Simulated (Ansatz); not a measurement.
# Ta2Bi2O: the cost of one run

Computed with Ansatz 0.2.0 (DFT PBE, scalar-relativistic, plane waves, PAW, unless a step names another level, unless a step's input says otherwise).

3 further runs of the same task are left out: 1 that didn't finish, 2 set aside as unsound or not needed.

### Step 1. The structure to begin with

It takes space group I4/mmm (No. 139, tetragonal). Conventional cell: a = 4.129 Å, b = 4.129 Å, c = 14.610 Å, α = 90.00°, β = 90.00°, γ = 90.00°. Ta (site symmetry mmm) is surrounded by 2 O at 2.06 Å. Bi (site symmetry 4mm) has 4 Ta at 3.06 Å as nearest neighbours. Around O (site symmetry 4/mmm) lie 4 Ta at 2.06 Å.

Coordinates:

```
CELL_PARAMETERS angstrom
-2.06448 2.06448 7.30502
2.06448 -2.06448 7.30502
2.06448 2.06448 -7.30502
ATOMIC_POSITIONS crystal
Ta 0.50000 0.00000 0.50000
Ta 0.00000 0.50000 0.50000
Bi 0.84523 0.84523 0.00000
Bi 0.15477 0.15477 0.00000
O 0.50000 0.50000 0.00000
```

It came out lowest among 27 distinct ends of the trial cells. At a tolerance of 0.05 Å it has space group I4/mmm (No. 139).

### Step 2. Tight relaxation for the response runs, on the response runs' mesh and smearing

Input file input.yaml:

```yaml
crystal:
  lattice:
    - [-2.0644772594, 2.0644772594, 7.3050204022]
    - [2.0644772594, -2.0644772594, 7.3050204022]
    - [2.0644772594, 2.0644772594, -7.3050204022]
  atoms:
    - { symbol: Ta, position: [0.5, 0.0, 0.5] }
    - { symbol: Ta, position: [0.0, 0.5, 0.5] }
    - { symbol: Bi, position: [0.8452330912, 0.8452330912, 0.0] }
    - { symbol: Bi, position: [0.1547669088, 0.1547669088, 0.0] }
    - { symbol: O, position: [0.5, 0.5, 0.0] }
basis:
  ecutwfc: 420
kpoints:
  mp_grid: { grid: [10, 10, 10] }
hamiltonian:
  xc: pbe
scf:
  occupations: { method: gaussian, width: 0.1 }
output:
  forces: true
  stress: true
  eigenvalues: true
  write_density: true
  write_potential: true
  elf: true
  volumetric_format: npy
relax:
  adjacent_minimum: "off"
  f_tol: 0.001
  max_steps: 60
  cell: { stress_tol: 0.01 }
```

The run is started by

```sh
$ ansatz run input.yaml --threads 3 --pin off --max-ram 7680MiB --backend cpu --events-out ev --progress --plain --runs-dir out
```

**Question.** How long does this run take on 3 threads of Intel Xeon at 2.70GHz, shared host, and how much memory does it need?

About 26 s, with a peak of 0.73 GiB.
